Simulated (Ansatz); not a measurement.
# GaSiH3 (singlet): the correlation ladder at a displaced geometry (v2), cc-pVDZ

How much of the correlation energy of GaSiH3 (singlet) does each wave-function method recover here?

Program: Ansatz 0.2.0, Gaussian basis. Level of theory: cc-pVDZ, core rule «outside noble gas», up to 19 orbitals frozen. These are calculated values, not measurements.

The runs, in order: UHF; CCSD(T) on RHF; CCSD(T) on UHF; BCCD(T) on RHF; CISD; CCSDT(Q) on RHF; CCSDT(Q) on UHF.

17 further runs of the same task are left out: 1 for a known fault of the program, 7 that didn't finish, 9 set aside as unsound or not needed.

### 1 The system

The geometry is a PBE0/def2-TZVP stationary point (not a proven minimum) with its atoms shifted at random (size 0.100 Å). No spin-orbit coupling is included. The filled d shell of Ga may be among the frozen orbitals whatever the setting's name suggests; the logs give the count.

5 atoms, charge 0, spin multiplicity 1.

Atoms are counted from 1 here; the program's logs count them from 0.

Bond lengths: Si1–Ga2 2.525 Å, Si1–H3 1.506 Å, Ga2–H4 1.512 Å, Ga2–H5 1.724 Å. Angles: Ga2–Si1–H3 91.3°, Si1–Ga2–H4 125.3°, Si1–Ga2–H5 120.0°, H4–Ga2–H5 113.2°.

### 2 UHF

The input, in.yaml:

```yaml
crystal:
  periodic: [false, false, false]
  atoms:
    - {symbol: Si, position_ang: [0.116022, -0.095312, 1.807027]}
    - {symbol: Ga, position_ang: [-0.048853, 0.020319, -0.709563]}
    - {symbol: H, position_ang: [0.027768, 1.403821, 1.915941]}
    - {symbol: H, position_ang: [0.110876, 1.273398, -1.539630]}
    - {symbol: H, position_ang: [0.007818, -1.426941, -1.644665]}
basis:
  gaussian: {orbitals: cc-pVDZ}
magnetization: {spin_polarized: true, initial_magnetization: 0}
hamiltonian: {xc: hf}
output: {orbitals: {seedname: orbitals}}
```

On the command line:

```bash
$ ansatz run in.yaml --threads 1 --pin off --events-out ev --progress --plain --max-ram 2393MiB
```

After this run come: CCSD(T) on RHF; CCSD(T) on UHF; BCCD(T) on RHF; CISD; CCSDT(Q) on RHF; CCSDT(Q) on UHF.

Q: Predict the results of all the runs planned. Wanted: RCCSDT(Q) below the RHF energy; RMP2 from RCCSDT(Q); UMP2 from RCCSDT(Q); RCCSD from RCCSDT(Q); RCCSD(T) from RCCSDT(Q); UCCSD(T) from RCCSDT(Q); UCCSDT(Q) from RCCSDT(Q); T1 diagnostic.

The runs gave:

| quantity | value |
| --- | --- |
| RCCSDT(Q) below the RHF energy | -5.2556 eV |
| RMP2 from RCCSDT(Q) | +30.62 kcal/mol |
| UMP2 from RCCSDT(Q) | +32.23 kcal/mol |
| RCCSD from RCCSDT(Q) | +3.72 kcal/mol |
| RCCSD(T) from RCCSDT(Q) | +0.88 kcal/mol |
| UCCSD(T) from RCCSDT(Q) | +1.31 kcal/mol |
| UCCSDT(Q) from RCCSDT(Q) | +0.03 kcal/mol |
| levels within 1 kcal/mol (43 meV) | RCCSD(T), BCCD(T), RCCSDT, UCCSDT, UCCSDT(Q) |
| T1 diagnostic | 0.014 |

RCCSD(T) misses by +0.88 kcal/mol, 0.7 % of the correlation energy. These misses are within one basis, not against nature.
